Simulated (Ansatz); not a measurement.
I need a ladder of methods at one geometry of CH₅AlSn, SMILES [CH2]1[AlH][SnH2]1. Use Ansatz 0.2.0, Python API. Settings (for the species named): HSE06, def2-SVP basis, multiplicity 1. The script varies functional: hse06, lda, b3lyp, pbe.

```yaml
atoms:
  - { symbol: C, position_ang: [-0.8841, 0.0987, -0.5420] }
  - { symbol: Al, position_ang: [-0.1708, 1.1227, 0.9473] }
  - { symbol: Sn, position_ang: [0.6934, -1.1484, -0.2279] }
  - { symbol: H, position_ang: [-1.8339, -0.3272, -0.3400] }
  - { symbol: H, position_ang: [-0.8834, 0.6728, -1.5414] }
  - { symbol: H, position_ang: [0.2626, 2.5890, 1.4666] }
  - { symbol: H, position_ang: [0.5673, -2.3839, 1.0156] }
  - { symbol: H, position_ang: [2.3410, -0.6807, -0.8339] }
```

`methods_ch5alsn.py`:
```python
"""CH5AlSn at several levels of theory."""

from pathlib import Path

import ansatz
import numpy as np

geometry_ang = [
    ("C", (-0.8841, 0.0987, -0.542)),
    ("Al", (-0.1708, 1.1227, 0.9473)),
    ("Sn", (0.6934, -1.1484, -0.2279)),
    ("H", (-1.8339, -0.3272, -0.34)),
    ("H", (-0.8834, 0.6728, -1.5414)),
    ("H", (0.2626, 2.589, 1.4666)),
    ("H", (0.5673, -2.3839, 1.0156)),
    ("H", (2.341, -0.6807, -0.8339)),
]
geometry = ansatz.Crystal.molecule()
for symbol, xyz in geometry_ang:
    geometry = geometry.atom(symbol, xyz)

model = geometry.calculation().basis(gaussian="def2-SVP")

print("functional    E (Ha)        dipole (D)   HOMO (eV)  LUMO (eV)")
for name in ["hse06", "lda", "b3lyp", "pbe"]:
    rep = model.functional(name).forces().orbitals().run(threads=1, runs_dir="runs").report
    lines = Path(rep["orbitals_path"]).read_text().splitlines()
    field_of = lambda key: [line.split("=")[1].strip() for line in lines if line.startswith(key)]
    orbitals = [(27.211386 * float(e), s, float(n)) for e, s, n in zip(field_of("Ene="), field_of("Spin="), field_of("Occup="))]
    homo = max(e for e, _, n in orbitals if n > 0.5)
    lumo = min(e for e, _, n in orbitals if n < 0.5)
    dipole = 4.803205 * np.linalg.norm(rep["charge_distribution"]["dipole_moment_e_ang"])
    print(f"{name:10s} {rep['free_energy_ev'] / 27.211386246:14.6f} {dipole:9.3f} {homo:11.3f} {lumo:10.3f}")
```

Running `python methods_ch5alsn.py` prints:
```text
functional    E (Ha)        dipole (D)   HOMO (eV)  LUMO (eV)
hse06         -497.436332     2.126      -4.278     -2.665
lda           -495.817322     2.016      -3.998     -3.170
b3lyp         -497.701438     2.094      -4.469     -2.469
pbe           -497.405687     2.046      -3.889     -2.996
```

Reading the output:
- Total energies depend on the basis set; only differences at equal settings carry meaning.
- The geometry is a force-field or estimated start, not a minimum of this method, and the basis set is short of its limit. A lower total doesn't mark the better method: functionals have no common bound, and MP2 and coupled cluster aren't variational.
- def2 sets replace the cores of elements past krypton by effective core potentials.
- b3lyp holds the VWN-RPA fit, as in Gaussian; the form of ORCA and Turbomole is b3lyp5.
- Levels such as HOMO and LUMO are orbital energies: with these approximate functionals they aren't the ionisation energy and electron affinity, and their gap isn't the fundamental gap.
- hse06 follows the composition of plane-wave codes, whose totals differ by tens of mHa, up to about 0.1 Ha, from the form usual in Gaussian-basis programs (wpbeh).
- Hardware and time: 13 s on 1 thread of Arm Neoverse V1 (shared host), peak memory 0.24 GiB.
